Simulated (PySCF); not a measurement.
# Ta³⁺: dipole response in aug-cc-pVTZ-PP with ECP60

Aim: the static polarisability and the C₆ coefficient of Ta³⁺, method by method.

Method: unrestricted determinants in a Gaussian basis, no spin-orbit coupling in the energies. Code: PySCF 2.14.0.

## Step 1: What is computed

| Property | Result |
| --- | --- |
| Element | tantalum (Z = 73) |
| Basis | aug-cc-pVTZ-PP with ECP60MDF (6s6p5d3f2g, 88 functions) |
| Hamiltonian | a scalar-relativistic core potential |
| State 1 | Ta³⁺: [Xe] 4f14 5d2, high-spin 3F determinant |
| Methods | UHF, PBE, PBE0 |

Outer shells as boxes (Hund's rule):

Ta3+ [Xe] 4f14 5d2
```
[Xe] core
4f [↑↓][↑↓][↑↓][↑↓][↑↓][↑↓][↑↓]
5d [↑ ][↑ ][  ][  ][  ]
```

The runs were made by one driver on top of PySCF. The scripts below sum up each run's settings (the driver also hands on starting orbitals that pick excited configurations, and frozen orbitals as a list rather than a count), and the logs come from the driver's own runs. The driver starts from symmetry-adapted Hartree-Fock orbitals, holds the occupation by maximum overlap and uses a logarithmic radial grid for functionals, so a plain start would take other cycles.

The integrals over 88 functions and the set-up took 2.3 s of CPU time.

## Step 2: Ta³⁺

UHF:

File input.py:

```python
from pyscf import gto, scf, dft, mp, cc
import basis_set_exchange as bse
txt = bse.get_basis("aug-cc-pVTZ-PP", elements=["Ta"], fmt="nwchem", header=False)
cut = txt.index("\nECP")
mol = gto.M(atom="Ta 0 0 0", charge=3, spin=2, symmetry="D2h",
            basis=gto.basis.parse(txt[:cut]),
            ecp={"Ta": gto.basis.parse_ecp(txt[cut:])})
mf = scf.UHF(mol)
mf.irrep_nelec = {'Ag': (2, 1), 'B1g': (1, 0), 'B1u': (1, 1), 'B2u': (1, 1), 'B3u': (1, 1)}
mf.kernel()
```

Output:

```text
damping factor = 0
level_shift factor = 0
DIIS = <class 'pyscf.scf.diis.CDIIS'>
diis_start_cycle = 1
diis_space = 10
diis_damp = 0
SCF conv_tol = 1e-09
SCF conv_tol_grad = None
number electrons alpha = 6  beta = 4
cycle= 1 E= -55.1626419288028  delta_E= -0.00644  |g|= 0.0266  |ddm|= 0.0524
cycle= 2 E= -55.1628928336833  delta_E= -0.000251  |g|= 0.00552  |ddm|= 0.0107
cycle= 3 E= -55.1629051543979  delta_E= -1.23e-05  |g|= 0.000285  |ddm|= 0.00371
cycle= 4 E= -55.1629052253274  delta_E= -7.09e-08  |g|= 2.73e-05  |ddm|= 0.000536
cycle= 5 E= -55.1629052258526  delta_E= -5.25e-10  |g|= 2.96e-06  |ddm|= 4.39e-05
converged SCF energy = -55.1629052258526  <S^2> = 2.0039577  2S+1 = 3.0026373
```

CPU time 34 s on a shared host, the integrals not counted.

The occupied shells:

```csv
shell,electrons,mean orbital energy (eV),spread (eV),rms radius (bohr)
5s α,1,-115.13,0,1.19
5s β,1,-112.91,0,1.19
5p α,3,-76.976,0,1.38
5p β,3,-73.558,0,1.38
5d α,2,-35.468,0,1.97
```

⟨S²⟩ = 2.004, ⟨L²⟩ = 12.05.

The driver then solved the coupled dipole response at imaginary frequencies: mean α = 6.923 bohr³, C₆ = 31.33 au for a like pair.

Energies and moments cover only the electrons outside the core potential. Spin-orbit coupling, absent here, splits the open shell strongly.

PBE:

Changes to input.py:

```diff
@@ -7,3 +7,3 @@
             ecp={"Ta": gto.basis.parse_ecp(txt[cut:])})
-mf = scf.UHF(mol)
+mf = dft.UKS(mol, xc="PBE")
 mf.irrep_nelec = {'Ag': (2, 1), 'B1g': (1, 0), 'B1u': (1, 1), 'B2u': (1, 1), 'B3u': (1, 1)}
```

Output:

```text
damping factor = 0
level_shift factor = 0
DIIS = <class 'pyscf.scf.diis.CDIIS'>
diis_start_cycle = 1
diis_space = 10
diis_damp = 0
SCF conv_tol = 1e-09
SCF conv_tol_grad = None
number electrons alpha = 6  beta = 4
XC functionals = PBE
    J. P. Perdew, K. Burke, and M. Ernzerhof.,  Phys. Rev. Lett. 77, 3865 (1996)
    J. P. Perdew, K. Burke, and M. Ernzerhof.,  Phys. Rev. Lett. 78, 1396 (1997)
    J. P. Perdew, K. Burke, and M. Ernzerhof.,  Phys. Rev. Lett. 77, 3865 (1996)
    J. P. Perdew, K. Burke, and M. Ernzerhof.,  Phys. Rev. Lett. 78, 1396 (1997)
cycle= 1 E= -55.5852884247914  delta_E= -0.00301  |g|= 0.0118  |ddm|= 0.126
cycle= 2 E= -55.5853300802667  delta_E= -4.17e-05  |g|= 0.00433  |ddm|= 0.0347
cycle= 3 E= -55.5853366716431  delta_E= -6.59e-06  |g|= 0.000108  |ddm|= 0.00914
cycle= 4 E= -55.5853366761282  delta_E= -4.49e-09  |g|= 2.54e-06  |ddm|= 0.000236
cycle= 5 E= -55.5853366761308  delta_E= -2.59e-12  |g|= 8.16e-08  |ddm|= 5.07e-06
converged SCF energy = -55.5853366761308  <S^2> = 2.0006422  2S+1 = 3.0004281
```

It used 19 s of CPU time after the integrals (shared host).

The driver then solved the coupled dipole response at imaginary frequencies: mean α = 7.413 bohr³, C₆ = 33.38 au for a like pair.

PBE0:

Changes to input.py:

```diff
@@ -7,3 +7,3 @@
             ecp={"Ta": gto.basis.parse_ecp(txt[cut:])})
-mf = dft.UKS(mol, xc="PBE")
+mf = dft.UKS(mol, xc="PBE0")
 mf.irrep_nelec = {'Ag': (2, 1), 'B1g': (1, 0), 'B1u': (1, 1), 'B2u': (1, 1), 'B3u': (1, 1)}
```

Output:

```text
damping factor = 0
level_shift factor = 0
DIIS = <class 'pyscf.scf.diis.CDIIS'>
diis_start_cycle = 1
diis_space = 10
diis_damp = 0
SCF conv_tol = 1e-09
SCF conv_tol_grad = None
number electrons alpha = 6  beta = 4
XC functionals = PBE0
    C. Adamo and V. Barone.,  J. Chem. Phys. 110, 6158 (1999)
    M. Ernzerhof and G. E. Scuseria.,  J. Chem. Phys. 110, 5029 (1999)
cycle= 1 E= -55.5686691792425  delta_E= -0.00272  |g|= 0.00975  |ddm|= 0.0707
cycle= 2 E= -55.5687044675044  delta_E= -3.53e-05  |g|= 0.00225  |ddm|= 0.023
cycle= 3 E= -55.5687061144257  delta_E= -1.65e-06  |g|= 0.000263  |ddm|= 0.00566
cycle= 4 E= -55.5687061399515  delta_E= -2.55e-08  |g|= 3.59e-06  |ddm|= 0.000561
cycle= 5 E= -55.5687061399566  delta_E= -5.11e-12  |g|= 1.97e-07  |ddm|= 1.24e-05
converged SCF energy = -55.5687061399566  <S^2> = 2.0011563  2S+1 = 3.0007707
```

CPU time 37 s on a shared host, the integrals not counted.

The driver then solved the coupled dipole response at imaginary frequencies: mean α = 7.197 bohr³, C₆ = 32.48 au for a like pair.

Radial density 4πr²ρ of Ta³⁺ at UHF, the electrons outside the core potential:

```csv
r (bohr),density,spin density
0.246,0.000263,0.000
0.414,0.0485,0.001
0.696,3.30,0.075
1.17,9.60,1.023
1.97,2.59,1.077
3.31,0.160,0.143
5.57,0.00106,0.001
```

## Step 3: Polarisabilities and C₆

Ta³⁺, in atomic units:

```csv
method,mean α,C₆ (like pair),S(−4)
UHF,6.923,31.33,19.03
PBE,7.413,33.38,24.91
PBE0,7.197,32.48,22.22
```

α(iu) at PBE0:

```csv
u (hartree),α(iu) (bohr³)
0,7.197
0.0500,7.142
0.100,6.988
0.200,6.479
0.300,5.879
0.500,4.804
0.750,3.812
1.00,3.092
1.50,2.127
2.00,1.528
3.00,0.8699
5.00,0.3740
```

## Step 4: Summary of results

| quantity | value |
| --- | --- |
| α of Ta³⁺ | 6.923 (UHF) to 7.413 (PBE) bohr³ |

What this shows: A single London oscillator with the computed α and C₆ of Ta³⁺ at UHF would have ω = 4 C₆ / (3 α²) = 0.872 hartree. All values hold for this basis alone; no basis-set limit was taken.
